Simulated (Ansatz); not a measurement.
## RuRh, space group P-6m2: a comparison of norm-conserving and PAW potentials, step by step

Program: the Python package of Ansatz (0.2.0).

Interactive session:
```pycon
>>> import ansatz as az
>>> import numpy as np
>>> def count_gap(report):
...     # lowest empty less highest filled band, counting bands; zero where they overlap
...     return max(report.get("gap_by_band_count_ev") or 0.0, 0.0)
...
>>> lattice = az.Lattice.of(
...     (2.709415, 0.0, 0.0),
...     (-1.354708, 2.346422, 0.0),
...     (0.0, 0.0, 4.298368),
... )
>>> sites = [
...     ("Ru", (0.0, 0.0, 0.5)),
...     ("Rh", (2 / 3, 1 / 3, 0.0)),
... ]
>>> cell = az.Crystal(lattice=lattice)
>>> for symbol, position in sites:
...     cell = cell.atom(symbol, position)
...
>>> [site.symbol for site in cell.resolved().sites]
['Ru', 'Rh']
>>> setup = (
...     cell.calculation()
...     .functional("pbesol")
...     .kpoints(9, 9, 5, center="gamma")  # the mesh must be finer for metals
...     .occupations("fermi_dirac", width=0.05)
...     .stress()  # positive in compression
...     .forces()
...     .band_table()
... )
>>> variants = {
...     "PAW": setup.pseudopotentials("paw"),
...     "norm-conserving": setup.pseudopotentials("nc"),
... }
>>> # totals differ by the cores that each treatment holds, so compare what does not depend on them
>>> rows = []
>>> for label, variant in variants.items():
...     r = variant.run(threads=1).report
...     levels = np.array(r["eigenvalues_ev"][0]) - r["fermi_energy_ev"]
...     print(label, "levels at the first k-point near E_F:", np.round(levels[np.abs(levels) < 5], 3))
...     rows.append((label, r["n_electrons"], np.trace(r["stress_gpa"]) / 3, count_gap(r)))
...
DeckWarning: basis.ecutwfc = 420 eV, auto-derived from the records' recommended cutoffs: set by Ru (normal level)
PAW levels at the first k-point near E_F: [-3.128 -3.128 -2.914 -2.267 -2.267 -2.002 -2.002  0.557  0.557  0.823]
DeckWarning: basis.ecutwfc = 1197.300995 eV, auto-derived from the records' recommended cutoffs: set by Rh (normal level)
norm-conserving levels at the first k-point near E_F: [-3.128 -3.128 -2.917 -2.268 -2.268 -2.002 -2.002  0.557  0.557  0.815]
>>> print("     treatment  electrons in bands           P GPa  gap by band count eV")
     treatment  electrons in bands           P GPa  gap by band count eV
>>> for row in rows:
...     print(f"{str(row[0]):>14s}  {row[1]:18.1f}  {row[2]:14.3f}  {row[3]:20.3f}")
...
           PAW                33.0          -5.416                 0.000
norm-conserving                33.0          -4.907                 0.000
```

PAW gives -5.416 GPa and norm-conserving -4.907 GPa, 0.51 GPa apart (a gap this large is an error of one set of files, which an all-electron run can settle). They took 1.9 and 10.7 s of processor time.

Caveats:
- For a metal this k-point mesh is coarse: on a finer one energies can move by several to tens of meV an atom and pressures by half a GPa or more, differences at one mesh by less.
- A gap by band count of zero or less means overlapping bands, a metal, and at an odd count of electrons it is no gap at all.
- The structure comes from a database of computed cells and needn't be a stable or known phase.
- Levels are Kohn-Sham eigenvalues on this mesh, without spin-orbit coupling.
- Warnings are shown shortened and without file and line.
- Stress is positive in compression.
- Run time: 13 s on 1 thread of Arm Neoverse V1 (shared host), peak memory 0.46 GiB.

(A comment or docstring line of the script was reworded after the run, the code is as it ran; lines on the test bed's own set-up are left out of the output.)
